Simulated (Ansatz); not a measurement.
# ErO: the cost of one run

Method: DFT PBE, scalar-relativistic, plane waves, PAW; 4f electrons in the core of a trivalent norm-conserving potential, in Ansatz 0.2.0.

**1. The structure to begin with**

Symmetry: Pm-3m, No. 221, cubic system. Conventional cell: a = 3.161 Å, b = 3.161 Å, c = 3.161 Å, α = 90.00°, β = 90.00°, γ = 90.00°. Er (site symmetry m-3m) is surrounded by 8 O at 2.74 Å. Around O (site symmetry m-3m) lie 8 Er at 2.74 Å.

Structure file:

```
CELL_PARAMETERS angstrom
3.16090 0.00000 0.00000
0.00000 3.16090 0.00000
0.00000 0.00000 3.16090
ATOMIC_POSITIONS crystal
Er 0.50000 0.50000 0.50000
O 0.00000 0.00000 0.00000
```

Recipe of the guess: species swapped into a database cell of TiTc (Pm-3m, No. 221), with Er on the Ti sites and O on the Tc sites. Its size is a rough estimate.

**2. The guess as it stands, on a coarse mesh**

input.yaml reads:

```yaml
crystal:
  lattice:
    - [3.16090306, 0.0, 0.0]
    - [0.0, 3.16090306, 0.0]
    - [0.0, 0.0, 3.16090306]
  atoms:
    - { symbol: Er, position: [0.5, 0.5, 0.5] }
    - { symbol: O, position: [0.0, 0.0, 0.0] }
basis:
  ecutwfc: 770
kpoints:
  mp_grid: { grid: [6, 6, 6] }
hamiltonian:
  xc: pbe
  pseudopotentials:
    kind: paw
    azcp: { Er: "pseudopotentials/pbe/nc/lanthanide_3plus/Er.nc.azcp" }
scf:
  occupations: { method: gaussian, width: 0.1 }
  lower_state_search: "off"
output:
  forces: true
  stress: true
  eigenvalues: true
```

Run with:

```bash
$ ansatz run input.yaml --threads 1 --pin off --max-ram 2560MiB --backend cpu --events-out ev --progress --plain --runs-dir out
```

What time and memory should one allow on 1 thread of Intel Xeon at 2.50GHz (Skylake/Cascade Lake), shared host?

About 2.4 s, with a peak of 0.3 GiB.
